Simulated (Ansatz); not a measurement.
# SnTe: pressure up to the limit of the methods

An exercise on one series of results from a longer session: the logs are not shown, and one member is left open.

Program: Ansatz 0.2.0. Level of theory: DFT, PBEsol, PAW with Ansatz's default frozen-core files, scalar-relativistic. These are calculated values, not measurements.

**The system as given**

It takes space group Fm-3m (No. 225, cubic). Conventional cell: a = 5.783 Å, b = 5.783 Å, c = 5.783 Å, α = 90.00°, β = 90.00°, γ = 90.00°. Sn (site symmetry m-3m) is surrounded by 6 Te at 2.89 Å. Te (site symmetry m-3m) is surrounded by 6 Sn at 2.89 Å.

Structure file:

```
Sn Te
1.0
     0.00000    2.89164    2.89164
     2.89164    0.00000    2.89164
     2.89164    2.89164    0.00000
Sn Te
1 1
Direct
  0.00000 0.00000 0.00000
  0.50000 0.50000 0.50000
```

Whether this phase is the stable one at these pressures isn't tested.

Atoms are numbered in the order of the input: Sn1, Te2.

The first run:

Input file input.yaml:

```yaml
crystal:
  lattice:
    - [0.0, 2.8916353749, 2.8916353749]
    - [2.8916353749, 0.0, 2.8916353749]
    - [2.8916353749, 2.8916353749, 0.0]
  atoms:
    - { symbol: Sn, position: [0.0, 0.0, 0.0] }
    - { symbol: Te, position: [0.5, 0.5, 0.5] }
kpoints:
  mp_grid: { grid: [11, 11, 11] }
scf:
  occupations: { method: fermi_dirac, width: 0.08 }
hamiltonian:
  xc: pbesol
  pseudopotentials: { kind: paw }
output:
  forces: true
  stress: true
  write_density: true
  write_potential: true
  elf: true
  volumetric_format: npy
relax:
  f_tol: 0.005
  max_steps: 40
  cell: {}
```

Launch:

```
$ ansatz run input.yaml --threads 1 --pin off --max-ram 2048MiB --backend cpu --events-out ev --progress --plain --runs-dir out
```

Among the steps run: Cell relaxed at zero pressure, PAW; More of the same log: cell relaxed at zero pressure; Volume scaled by 1, PAW; Volume scaled by 0.94, PAW; Volume scaled by 0.88, PAW; Volume scaled by 0.8, PAW; Volume scaled by 0.72, PAW; Volume scaled by 0.64, PAW; Volume scaled by 0.55, PAW; Volume scaled by 0.55, PAW (partial_waves polarizable).

One of the session's tables, all rows but one given; the rest of the session is left out.

 The rows PAW, 0.55 and PAW (partial_waves polarizable), 0.55 agree to the last digit and may rest on the same set-up.

| method | volume over the first | volume (Å³/atom) | pressure (GPa) |
| --- | --- | --- | --- |
| PAW | 1 | 31.058 | 0.04 |
| PAW | 0.94 | ? | ? |
| PAW | 0.88 | 27.331 | 8.03 |
| PAW | 0.8 | 24.846 | 17.12 |
| PAW | 0.72 | 22.362 | 31.76 |
| PAW | 0.64 | 19.877 | 56.26 |
| PAW | 0.55 | 17.082 | 107.95 |
| PAW (partial_waves polarizable) | 0.55 | 17.082 | 107.95 |

Estimate the missing values for PAW, 0.94.

As computed: volume (Å³/atom): 29.195; pressure (GPa): 3.39. In the column «volume (Å³/atom)» it lies between PAW, 0.88 (27.331) and PAW, 1 (31.058).
